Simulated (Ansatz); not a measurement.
# GeH5PS: up Jacob's ladder to CCSD(T)

Aim: compute GeH5PS with functionals from several rungs and with coupled cluster. The yardstick is the atomisation energy at the CCSD(T) limit.

Computed with Ansatz 0.2.0, Gaussian basis. Level: functionals in def2-TZVPP, the program's frozen cores in correlated methods.

Plan: LDA (SPW92), PBE-D4, revPBE-D4, BLYP-D4, r2SCAN-D4, B97M-V, PBE0-D4, B3LYP-D4, r2SCANh-D4, r2SCAN0-D4, HSE06-D4, BHLYP-D4, CAM-B3LYP-D4, LC-ωPBE, ωB97X-V, ωB97M-V, B2PLYP, PBE-QIDH; CCSD(T)/def2-SVP; CCSD(T)/def2-TZVPP; MP2/def2-QZVPP; extrapolation to the limit; RPA on PBE.

## 1. The geometry

All runs share one geometry, relaxed beforehand with PBE0-D4 in a triple-zeta def2 set.

8 atoms, charge 0, spin multiplicity 1.

Atoms are counted from 1 here; the program's logs count them from 0.

Bond lengths: P1–Ge2 2.319 Å, P1–H4 1.420 Å, P1–H5 1.421 Å, Ge2–S3 2.228 Å, Ge2–H6 1.539 Å, Ge2–H7 1.536 Å, S3–H8 1.343 Å. Angles: Ge2–P1–H4 93.2°, Ge2–P1–H5 93.1°, H4–P1–H5 93.3°, P1–Ge2–S3 114.5°, P1–Ge2–H6 108.3°, P1–Ge2–H7 109.6°, S3–Ge2–H6 110.0°, S3–Ge2–H7 104.2°, H6–Ge2–H7 110.2°, Ge2–S3–H8 94.4°.

## 2. LDA

This LDA is Slater exchange with PW92 correlation.

The input, in.yaml:

```yaml
crystal:
  periodic: [false, false, false]
  atoms:
    - {symbol: P, position_ang: [-0.205939, 0.729151, -1.668671]}
    - {symbol: Ge, position_ang: [0.824450, 0.078699, 0.304005]}
    - {symbol: S, position_ang: [-0.316335, -1.424107, 1.489881]}
    - {symbol: H, position_ang: [-0.637213, -0.589081, -1.971775]}
    - {symbol: H, position_ang: [-1.421085, 1.064241, -1.013105]}
    - {symbol: H, position_ang: [1.079787, 1.336547, 1.153739]}
    - {symbol: H, position_ang: [2.152171, -0.623911, -0.015680]}
    - {symbol: H, position_ang: [-1.383735, -0.628539, 1.665905]}
basis:
  gaussian: {orbitals: def2-TZVPP}
hamiltonian: {xc: lda}
output: {orbitals: {seedname: orbitals}}
```

Command:

```console
ansatz run in.yaml --threads 2 --pin off --events-out ev --progress --plain --max-ram 4352MiB
```

Further steps of the session: PBE-D4 (GGA); revPBE-D4 (GGA); BLYP-D4 (GGA); r2SCAN-D4 (meta-GGA); B97M-V (meta-GGA); PBE0-D4 (hybrid); B3LYP-D4 (hybrid); r2SCANh-D4 (hybrid); r2SCAN0-D4 (hybrid); HSE06-D4 (hybrid); BHLYP-D4 (hybrid); CAM-B3LYP-D4 (range-separated); LC-ωPBE (range-separated); ωB97X-V (range-separated); ωB97M-V (range-separated); B2PLYP (double hybrid); PBE-QIDH (double hybrid); CCSD(T) in def2-SVP; CCSD(T) in def2-TZVPP; MP2 in def2-QZVPP; RPA on PBE orbitals.

Before running them: what should the planned runs give, taken together? Wanted: atomisation energy, CCSD(T)/CBS; farthest beyond LDA; mean size of error, GGA; mean size of error, meta-GGA; mean size of error, hybrid; mean size of error, range-separated; mean size of error, double hybrid; gap, smallest and largest; T1 diagnostic.

As calculated:

| quantity | value |
| --- | --- |
| atomisation energy, CCSD(T)/CBS | 2146.5 kJ/mol |
| functionals within 21.5 kJ/mol (1.0 %) | PBE-D4, r2SCAN-D4, B3LYP-D4, r2SCANh-D4, CAM-B3LYP-D4, ωB97M-V |
| farthest beyond LDA | LC-ωPBE (-58.6 kJ/mol) |
| mean size of error, GGA | 23.2 kJ/mol |
| mean size of error, meta-GGA | 22.8 kJ/mol |
| mean size of error, hybrid | 22.0 kJ/mol |
| mean size of error, range-separated | 26.0 kJ/mol |
| mean size of error, double hybrid | 41.3 kJ/mol |
| gap, smallest and largest | 4.42 eV (LDA (SPW92)), 11.29 eV (LC-ωPBE) |
| T1 diagnostic | 0.0119 |
| triples share of the correlation energy | 4.0 % |

**Reading.** The LDA atomisation energy is off by 294.3 kJ/mol (14 %): it overbinds. PBE-D4 is off by -3.1 kJ/mol. Double hybrids carry the basis error of their MP2 part in triple zeta, and no dispersion term here, so their miss is partly the set-up's. By mean error the best rung here is hybrid (22.0 kJ/mol) and the worst beyond LDA is double hybrid (41.3 kJ/mol). The gap between the best rungs is small, so their order is not settled. The reference freezes the cores and leaves out relativity and excitations past (T), and its outer-core shells are covered unevenly, so misses under about 21.5 kJ/mol can't be ranked. Hartree-Fock recovers 69 % of the binding; the rest is correlation. CCSD(T) in def2-SVP is off by -196.2 kJ/mol, more than most functionals: a good method in a small basis is no reference. The gap grows from 4.4 to 11.3 eV across the functionals, mostly with the share of exact exchange. Correlated methods include outer-core shells of Ge, which these sets cover unevenly.
